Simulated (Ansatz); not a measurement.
**C3H8F2SSi: rotation by 120° about the C1–C2 bond, part 1 of 2**

How high is the barrier for the rotation by 120° about the C1–C2 bond? Relax the two ends, then run a nudged elastic band between them. SMILES of the start: CCS[Si](C)(F)F.

Program: Ansatz 0.2.0. Level of theory: RKS PBE0/6-31G*. These are calculated values, not measurements.

### Step 1. Starting point

Bond lengths: C1–C2 1.499 Å, C2–S3 1.821 Å, S3–Si4 2.110 Å, Si4–C5 1.912 Å, Si4–F6 1.600 Å, Si4–F7 1.569 Å, C1–H8 1.149 Å, C1–H9 1.089 Å, C1–H10 1.044 Å, C2–H11 1.097 Å, C2–H12 1.107 Å, C5–H13 1.143 Å, C5–H14 1.061 Å, C5–H15 1.116 Å. Angles (14 of 25 angles, heavy atoms first): C1–C2–S3 112.7°, C2–S3–Si4 103.9°, S3–Si4–C5 107.1°, S3–Si4–F6 111.5°, S3–Si4–F7 111.0°, C5–Si4–F6 107.2°, C5–Si4–F7 108.3°, F6–Si4–F7 111.6°, C1–C2–H11 107.1°, C1–C2–H12 112.8°, S3–C2–H11 107.0°, S3–C2–H12 110.3°, C2–C1–H8 108.0°, C2–C1–H9 111.0°.

Structure file:

```xyz
15

C     0.6480   -1.7874   -0.9430
C     1.5304   -1.0686    0.0329
S     0.6068   -0.3875    1.4469
Si   -0.0806    1.4826    0.7520
C    -1.9270    1.2709    0.3039
F     0.0032    2.5985    1.8952
F     0.6927    1.9200   -0.5417
H    -0.0622   -1.0167   -1.4141
H     0.0292   -2.5281   -0.4377
H     1.1840   -2.1889   -1.7438
H     2.2340   -1.8070    0.4360
H     2.1414   -0.2773   -0.4431
H    -2.3997    2.2460   -0.0601
H    -2.0982    0.5402   -0.4454
H    -2.5239    0.9526    1.1913
```

### Step 2. Relaxing end A

The input, input.yaml:

```yaml
crystal:
  periodic: [false, false, false]
  atoms:
    - { symbol: C, position_ang: [0.648, -1.7874, -0.943] }
    - { symbol: C, position_ang: [1.5304, -1.0686, 0.0329] }
    - { symbol: S, position_ang: [0.6068, -0.3875, 1.4469] }
    - { symbol: Si, position_ang: [-0.0806, 1.4826, 0.752] }
    - { symbol: C, position_ang: [-1.927, 1.2709, 0.3039] }
    - { symbol: F, position_ang: [0.0032, 2.5985, 1.8952] }
    - { symbol: F, position_ang: [0.6927, 1.92, -0.5417] }
    - { symbol: H, position_ang: [-0.0622, -1.0167, -1.4141] }
    - { symbol: H, position_ang: [0.0292, -2.5281, -0.4377] }
    - { symbol: H, position_ang: [1.184, -2.1889, -1.7438] }
    - { symbol: H, position_ang: [2.234, -1.807, 0.436] }
    - { symbol: H, position_ang: [2.1414, -0.2773, -0.4431] }
    - { symbol: H, position_ang: [-2.3997, 2.246, -0.0601] }
    - { symbol: H, position_ang: [-2.0982, 0.5402, -0.4454] }
    - { symbol: H, position_ang: [-2.5239, 0.9526, 1.1913] }
basis:
  gaussian: { orbitals: "6-31G*" }
hamiltonian:
  xc: pbe0
relax:
  f_tol: 0.015
  max_steps: 40
```

Launch:

```console
$ ansatz run input.yaml --threads 2 --pin off --max-ram 3072MiB --backend cpu --events-out ev --progress --plain --runs-dir out
```

The log of the run, shortened:

```text
Warning: RAYON_NUM_THREADS=2 ignored (pool sized by the plan → 2); use --threads N
[...]
Functional definition: PBE0
[...]
1388 factors; integrals over basis functions are off by at most 4.1e-4 eV
[...]
mean field -27375.59231525 eV, -1006.0344617425 hartree, gradient 4.7e-5 eV, S^2 0.000000; 0 other end points of the search recorded, 0 dependent functions left out
[...]
reference -27375.59234105 eV, -1006.0344626906 hartree; 37, 37 occupied and 92, 92 virtual orbitals, 1388 factors
relax step   1: F+E_penalty+E_count = -27375.59231525 eV  Δ(F+E_penalty+E_count) = +0.000e0 eV  max|allowed force component| = 2.626e0 eV/Å  Δτ_max = 0.0000 Å  (27 SCF iters, accepted)
[...]
relax step   3: F+E_penalty+E_count = -27375.95890402 eV  Δ(F+E_penalty+E_count) = -5.651e-2 eV  max|allowed force component| = 2.864e-1 eV/Å  Δτ_max = 0.0855 Å  (29 SCF iters, accepted)
[...]
relax step   5: F+E_penalty+E_count = -27375.96623518 eV  Δ(F+E_penalty+E_count) = -1.384e-3 eV  max|allowed force component| = 3.589e-2 eV/Å  Δτ_max = 0.0218 Å  (29 SCF iters, accepted)
[...]
relax step   7: F+E_penalty+E_count = -27375.96759653 eV  Δ(F+E_penalty+E_count) = -6.348e-4 eV  max|allowed force component| = 3.531e-2 eV/Å  Δτ_max = 0.0497 Å  (28 SCF iters, accepted)
[...]
relax step   9: F+E_penalty+E_count = -27375.96825079 eV  Δ(F+E_penalty+E_count) = -2.596e-4 eV  max|allowed force component| = 1.608e-2 eV/Å  Δτ_max = 0.0357 Å  (30 SCF iters, accepted)
[...]
reference -27375.96832289 eV, -1006.0482797686 hartree; 37, 37 occupied and 92, 92 virtual orbitals, 1388 factors
Total energy: -27375.96832289 eV, -1006.0482797686 hartree
Atom 0 at     0.590625    -1.657884    -0.948180 Å, force    -0.003507    -0.002648     0.001229 eV/Å
Atom 1 at     1.556191    -1.064782     0.061954 Å, force     0.005263     0.000343    -0.011131 eV/Å
Atom 2 at     0.757532    -0.344914     1.557103 Å, force     0.005989     0.004469     0.009237 eV/Å
Atom 3 at    -0.151019     1.384834     0.733614 Å, force    -0.013411    -0.007431    -0.003382 eV/Å
Atom 4 at    -1.946915     1.232798     0.307180 Å, force     0.008829     0.001472    -0.004051 eV/Å
Atom 5 at     0.012563     2.570693     1.799777 Å, force     0.003755    -0.010910    -0.003271 eV/Å
Atom 6 at     0.673978     1.802187    -0.581143 Å, force     0.002860    -0.001462     0.003181 eV/Å
Atom 7 at    -0.026497    -0.882421    -1.414704 Å, force     0.003734    -0.005464     0.002809 eV/Å
Atom 8 at    -0.072608    -2.391830    -0.480005 Å, force     0.007564     0.008258    -0.004829 eV/Å
Atom 9 at     1.149227    -2.158137    -1.748593 Å, force    -0.004673     0.003295     0.006692 eV/Å
Atom 10 at     2.213035    -1.839271     0.469003 Å, force    -0.005807     0.006926    -0.000997 eV/Å
Atom 11 at     2.191325    -0.301671    -0.394060 Å, force    -0.004011    -0.004283     0.002185 eV/Å
Atom 12 at    -2.334625     2.180763    -0.080768 Å, force    -0.005586     0.003213    -0.002670 eV/Å
Atom 13 at    -2.108575     0.456772    -0.447883 Å, force     0.001051     0.003792     0.003681 eV/Å
Atom 14 at    -2.526136     0.962165     1.196006 Å, force    -0.002050     0.000432     0.001318 eV/Å
Dipole moment:    -0.225686    -0.335769    -0.382887 e Å
```

Run time: 52 s. Hardware: 2 threads of Intel Xeon Platinum 8488C (Sapphire Rapids), shared host; peak memory 0.37 GiB.

Step by step:

| step | energy from step 1 (eV) | largest force component (eV/Å) |
| --- | --- | --- |
| 1 | 0.0000 | 2.6255 |
| 2 | -0.3101 | 0.8102 |
| 3 | -0.3666 | 0.2864 |
| 4 | -0.3725 | 0.0907 |
| 5 | -0.3739 | 0.0359 |
| 6 | -0.3746 | 0.0460 |
| 7 | -0.3753 | 0.0353 |
| 8 | -0.3757 | 0.0266 |
| 9 | -0.3759 | 0.0161 |
| 10 | -0.3760 | 0.0134 |

Step 1 is the start.

After: Bond lengths: C1–C2 1.518 Å, C2–S3 1.842 Å, S3–Si4 2.120 Å, Si4–C5 1.852 Å, Si4–F6 1.603 Å, Si4–F7 1.607 Å, C1–H8 1.095 Å, C1–H9 1.094 Å, C1–H10 1.097 Å, C2–H11 1.094 Å, C2–H12 1.093 Å, C5–H13 1.095 Å, C5–H14 1.095 Å, C5–H15 1.095 Å. Angles (14 of 25 angles, heavy atoms first): C1–C2–S3 114.7°, C2–S3–Si4 100.9°, S3–Si4–C5 116.0°, S3–Si4–F6 107.5°, S3–Si4–F7 108.0°, C5–Si4–F6 108.2°, C5–Si4–F7 109.3°, F6–Si4–F7 107.4°, C1–C2–H11 110.7°, C1–C2–H12 111.4°, S3–C2–H11 103.6°, S3–C2–H12 108.5°, C2–C1–H8 111.4°, C2–C1–H9 111.3°.

### Step 3. End point B

The second end starts from a geometry with the move made by hand.

The input, input.yaml:

```yaml
crystal:
  periodic: [false, false, false]
  atoms:
    - { symbol: C, position_ang: [0.648, -1.7874, -0.943] }
    - { symbol: C, position_ang: [1.5304, -1.0686, 0.0329] }
    - { symbol: S, position_ang: [2.41002, 0.33809, -0.71799] }
    - { symbol: Si, position_ang: [4.13152, -0.53511, -1.57041] }
    - { symbol: C, position_ang: [3.81488, -0.68111, -3.4501] }
    - { symbol: F, position_ang: [5.41687, 0.39782, -1.37887] }
    - { symbol: F, position_ang: [4.37211, -1.97664, -0.99851] }
    - { symbol: H, position_ang: [-0.0622, -1.0167, -1.4141] }
    - { symbol: H, position_ang: [0.0292, -2.5281, -0.4377] }
    - { symbol: H, position_ang: [1.184, -2.1889, -1.7438] }
    - { symbol: H, position_ang: [0.87968, -0.65865, 0.81474] }
    - { symbol: H, position_ang: [2.2475, -1.74267, 0.54029] }
    - { symbol: H, position_ang: [4.70999, -1.12199, -4.00792] }
    - { symbol: H, position_ang: [2.97083, -1.27637, -3.69077] }
    - { symbol: H, position_ang: [3.63052, 0.31986, -3.90743] }
basis:
  gaussian: { orbitals: "6-31G*" }
hamiltonian:
  xc: pbe0
relax:
  f_tol: 0.015
  max_steps: 40
```

Launch:

```console
$ ansatz run input.yaml --threads 2 --pin off --max-ram 3072MiB --backend cpu --events-out ev --progress --plain --runs-dir out
```

The log of the run:

```text
Warning: RAYON_NUM_THREADS=2 ignored (pool sized by the plan → 2); use --threads N
The last accepted step is kept in <dir> (removed where the run ends without a failure and the disk answers)
Engine: ansatz 0.2.0, x86_64-unknown-linux-gnu
[... 1 set-up line as earlier in the session ...]
  parameter a = 0.25
  parameter kappa = 0.804
  parameter beta = 0.06672455060314922
  exchange = (1 - a)*pbe_x(kappa = kappa, mu = beta*pi^2/3) + a*exact_x
  correlation = pbe_c(beta = beta)
1388 factors; integrals over basis functions are off by at most 4.2e-4 eV
mean field evaluation 1: about -27368.0444 eV, gradient 6.1e1 eV
mean field evaluation 2: about -27365.4185 eV, gradient 7.1e1 eV
mean field evaluation 4: about -27375.5633 eV, gradient 1.9e0 eV
mean field evaluation 8: about -27375.5961 eV, gradient 1.3e-1 eV
mean field evaluation 16: about -27375.5961 eV, gradient 4.8e-5 eV
mean field -27375.59609437 eV, -1006.0346006226 hartree, gradient 4.8e-5 eV, S^2 0.000000; 0 other end points of the search recorded, 0 dependent functions left out
the calculation of the forces begins
reference -27375.59612022 eV, -1006.0346015725 hartree; 37, 37 occupied and 92, 92 virtual orbitals, 1388 factors
relax step   1: F+E_penalty+E_count = -27375.59609437 eV  Δ(F+E_penalty+E_count) = +0.000e0 eV  max|allowed force component| = 2.480e0 eV/Å  Δτ_max = 0.0000 Å  (27 SCF iters, accepted)
these checks for a lower state are left out or cut short: starts, cluster_reference, orbital_swaps, neighbouring_geometries, increment
1388 factors; integrals over basis functions are off by at most 4.1e-4 eV
mean field -27375.90085530 eV, -1006.0458003802 hartree, gradient 6.1e-6 eV, S^2 0.000000; 0 other end points of the search recorded, 0 dependent functions left out
the calculation of the forces begins
reference -27375.90088102 eV, -1006.0458013256 hartree; 37, 37 occupied and 92, 92 virtual orbitals, 1388 factors
relax step   2: F+E_penalty+E_count = -27375.90085530 eV  Δ(F+E_penalty+E_count) = -3.048e-1 eV  max|allowed force component| = 8.815e-1 eV/Å  Δτ_max = 0.1641 Å  (29 SCF iters, accepted)
these checks for a lower state are left out or cut short: starts, cluster_reference, orbital_swaps, neighbouring_geometries, increment
1388 factors; integrals over basis functions are off by at most 4.0e-4 eV
mean field -27375.95775451 eV, -1006.0478913876 hartree, gradient 8.8e-6 eV, S^2 0.000000; 0 other end points of the search recorded, 0 dependent functions left out
the calculation of the forces begins
reference -27375.95778033 eV, -1006.0478923364 hartree; 37, 37 occupied and 92, 92 virtual orbitals, 1388 factors
relax step   3: F+E_penalty+E_count = -27375.95775451 eV  Δ(F+E_penalty+E_count) = -5.690e-2 eV  max|allowed force component| = 2.659e-1 eV/Å  Δτ_max = 0.0854 Å  (28 SCF iters, accepted)
these checks for a lower state are left out or cut short: starts, cluster_reference, orbital_swaps, neighbouring_geometries, increment
1388 factors; integrals over basis functions are off by at most 4.0e-4 eV
mean field evaluation 32: about -27375.9146 eV, gradient 2.3e0 eV
mean field -27375.96240638 eV, -1006.0480623407 hartree, gradient 7.1e-6 eV, S^2 0.000000; 0 other end points of the search recorded, 0 dependent functions left out
the calculation of the forces begins
reference -27375.96243214 eV, -1006.0480632873 hartree; 37, 37 occupied and 92, 92 virtual orbitals, 1388 factors
relax step   4: F+E_penalty+E_count = -27375.96240638 eV  Δ(F+E_penalty+E_count) = -4.652e-3 eV  max|allowed force component| = 1.643e-1 eV/Å  Δτ_max = 0.0682 Å  (28 SCF iters, accepted)
these checks for a lower state are left out or cut short: starts, cluster_reference, orbital_swaps, neighbouring_geometries, increment
1388 factors; integrals over basis functions are off by at most 4.0e-4 eV
mean field -27375.96570096 eV, -1006.0481834142 hartree, gradient 7.4e-6 eV, S^2 0.000000; 0 other end points of the search recorded, 0 dependent functions left out
the calculation of the forces begins
reference -27375.96572670 eV, -1006.0481843603 hartree; 37, 37 occupied and 92, 92 virtual orbitals, 1388 factors
relax step   5: F+E_penalty+E_count = -27375.96570096 eV  Δ(F+E_penalty+E_count) = -3.295e-3 eV  max|allowed force component| = 5.297e-2 eV/Å  Δτ_max = 0.0208 Å  (30 SCF iters, accepted)
these checks for a lower state are left out or cut short: starts, cluster_reference, orbital_swaps, neighbouring_geometries, increment
1388 factors; integrals over basis functions are off by at most 4.0e-4 eV
mean field -27375.96658177 eV, -1006.0482157835 hartree, gradient 7.3e-6 eV, S^2 0.000000; 0 other end points of the search recorded, 0 dependent functions left out
the calculation of the forces begins
reference -27375.96660749 eV, -1006.0482167287 hartree; 37, 37 occupied and 92, 92 virtual orbitals, 1388 factors
relax step   6: F+E_penalty+E_count = -27375.96658177 eV  Δ(F+E_penalty+E_count) = -8.808e-4 eV  max|allowed force component| = 4.475e-2 eV/Å  Δτ_max = 0.0316 Å  (30 SCF iters, accepted)
these checks for a lower state are left out or cut short: starts, cluster_reference, orbital_swaps, neighbouring_geometries, increment
1388 factors; integrals over basis functions are off by at most 4.0e-4 eV
mean field -27375.96736278 eV, -1006.0482444851 hartree, gradient 6.7e-6 eV, S^2 0.000000; 0 other end points of the search recorded, 0 dependent functions left out
the calculation of the forces begins
reference -27375.96738844 eV, -1006.0482454282 hartree; 37, 37 occupied and 92, 92 virtual orbitals, 1388 factors
relax step   7: F+E_penalty+E_count = -27375.96736278 eV  Δ(F+E_penalty+E_count) = -7.810e-4 eV  max|allowed force component| = 4.272e-2 eV/Å  Δτ_max = 0.0621 Å  (28 SCF iters, accepted)
these checks for a lower state are left out or cut short: starts, cluster_reference, orbital_swaps, neighbouring_geometries, increment
1388 factors; integrals over basis functions are off by at most 4.0e-4 eV
mean field evaluation 64: about -27375.9678 eV, gradient 1.2e-4 eV
mean field -27375.96779044 eV, -1006.0482602011 hartree, gradient 6.7e-6 eV, S^2 0.000000; 0 other end points of the search recorded, 0 dependent functions left out
the calculation of the forces begins
reference -27375.96781608 eV, -1006.0482611434 hartree; 37, 37 occupied and 92, 92 virtual orbitals, 1388 factors
relax step   8: F+E_penalty+E_count = -27375.96779044 eV  Δ(F+E_penalty+E_count) = -4.277e-4 eV  max|allowed force component| = 4.019e-2 eV/Å  Δτ_max = 0.0426 Å  (28 SCF iters, accepted)
these checks for a lower state are left out or cut short: starts, cluster_reference, orbital_swaps, neighbouring_geometries, increment
1388 factors; integrals over basis functions are off by at most 4.0e-4 eV
mean field -27375.96814935 eV, -1006.0482733910 hartree, gradient 6.9e-6 eV, S^2 0.000000; 0 other end points of the search recorded, 0 dependent functions left out
the calculation of the forces begins
reference -27375.96817498 eV, -1006.0482743329 hartree; 37, 37 occupied and 92, 92 virtual orbitals, 1388 factors
relax step   9: F+E_penalty+E_count = -27375.96814935 eV  Δ(F+E_penalty+E_count) = -3.589e-4 eV  max|allowed force component| = 2.422e-2 eV/Å  Δτ_max = 0.0301 Å  (29 SCF iters, accepted)
these checks for a lower state are left out or cut short: starts, cluster_reference, orbital_swaps, neighbouring_geometries, increment
1388 factors; integrals over basis functions are off by at most 4.0e-4 eV
mean field -27375.96830358 eV, -1006.0482790588 hartree, gradient 1.4e-5 eV, S^2 0.000000; 0 other end points of the search recorded, 0 dependent functions left out
the calculation of the forces begins
reference -27375.96832920 eV, -1006.0482800005 hartree; 37, 37 occupied and 92, 92 virtual orbitals, 1388 factors
relax step  10: F+E_penalty+E_count = -27375.96830358 eV  Δ(F+E_penalty+E_count) = -1.542e-4 eV  max|allowed force component| = 1.440e-2 eV/Å  Δτ_max = 0.0199 Å  (24 SCF iters, accepted)
1388 factors; integrals over basis functions are off by at most 4.0e-4 eV
mean field evaluation 96: about -27375.9683 eV, gradient 5.5e-5 eV
mean field -27375.96830358 eV, -1006.0482790588 hartree, gradient 1.4e-5 eV, S^2 0.000000; 1 other end points of the search recorded, 0 dependent functions left out
the calculation of the forces begins
reference -27375.96832920 eV, -1006.0482800005 hartree; 37, 37 occupied and 92, 92 virtual orbitals, 1388 factors
Total energy: -27375.96832920 eV, -1006.0482800005 hartree
Atom 0 at     0.741397    -1.766520    -0.990420 Å, force     0.006377    -0.002177     0.002074 eV/Å
Atom 1 at     1.526191    -1.021305     0.073877 Å, force    -0.004028    -0.003928     0.000963 eV/Å
Atom 2 at     2.476023     0.429091    -0.547250 Å, force     0.005942     0.004328    -0.000465 eV/Å
Atom 3 at     4.016505    -0.537583    -1.637666 Å, force    -0.002479     0.007850    -0.010387 eV/Å
Atom 4 at     3.762864    -0.663972    -3.468220 Å, force    -0.003178    -0.003051     0.014397 eV/Å
Atom 5 at     5.375006     0.271703    -1.374255 Å, force    -0.009151    -0.001232    -0.000204 eV/Å
Atom 6 at     4.207925    -2.010646    -1.024447 Å, force     0.001540    -0.008578     0.003736 eV/Å
Atom 7 at     0.083727    -1.090557    -1.544834 Å, force    -0.000424     0.001684    -0.001001 eV/Å
Atom 8 at     0.123827    -2.542664    -0.522674 Å, force     0.001455     0.000892    -0.003100 eV/Å
Atom 9 at     1.407563    -2.263112    -1.704019 Å, force    -0.003725     0.000129     0.002145 eV/Å
Atom 10 at     0.851603    -0.587078     0.817465 Å, force     0.001841     0.000947    -0.000836 eV/Å
Atom 11 at     2.212943    -1.686417     0.602295 Å, force     0.001310    -0.000080    -0.002549 eV/Å
Atom 12 at     4.621880    -1.146054    -3.946999 Å, force     0.002342    -0.002404    -0.000770 eV/Å
Atom 13 at     2.864532    -1.244481    -3.701695 Å, force     0.003582     0.004250    -0.000937 eV/Å
Atom 14 at     3.641334     0.333126    -3.903827 Å, force    -0.001403     0.001373    -0.003067 eV/Å
Dipole moment:    -0.399963    -0.282356    -0.261640 e Å
```

It took 51 s on 2 threads of Intel Xeon Platinum 8488C (Sapphire Rapids), shared host; peak memory 0.37 GiB.

Relaxation path:

| step | energy from step 1 (eV) | largest force component (eV/Å) |
| --- | --- | --- |
| 1 | 0.0000 | 2.4802 |
| 2 | -0.3048 | 0.8815 |
| 3 | -0.3617 | 0.2659 |
| 4 | -0.3663 | 0.1643 |
| 5 | -0.3696 | 0.0530 |
| 6 | -0.3705 | 0.0448 |
| 7 | -0.3713 | 0.0427 |
| 8 | -0.3717 | 0.0402 |
| 9 | -0.3721 | 0.0242 |
| 10 | -0.3722 | 0.0144 |

Step 1 is the start.

After: Bond lengths: C1–C2 1.518 Å, C2–S3 1.842 Å, S3–Si4 2.121 Å, Si4–C5 1.852 Å, Si4–F6 1.603 Å, Si4–F7 1.607 Å, C1–H8 1.094 Å, C1–H9 1.097 Å, C1–H10 1.095 Å, C2–H11 1.094 Å, C2–H12 1.092 Å, C5–H13 1.095 Å, C5–H14 1.095 Å, C5–H15 1.095 Å. Angles (14 of 25 angles, heavy atoms first): C1–C2–S3 114.6°, C2–S3–Si4 100.9°, S3–Si4–C5 116.1°, S3–Si4–F6 107.5°, S3–Si4–F7 107.9°, C5–Si4–F6 108.2°, C5–Si4–F7 109.3°, F6–Si4–F7 107.4°, C1–C2–H11 110.7°, C1–C2–H12 111.4°, S3–C2–H11 103.6°, S3–C2–H12 108.6°, C2–C1–H8 111.3°, C2–C1–H9 109.9°.

(Continued in part 2 of 2.)
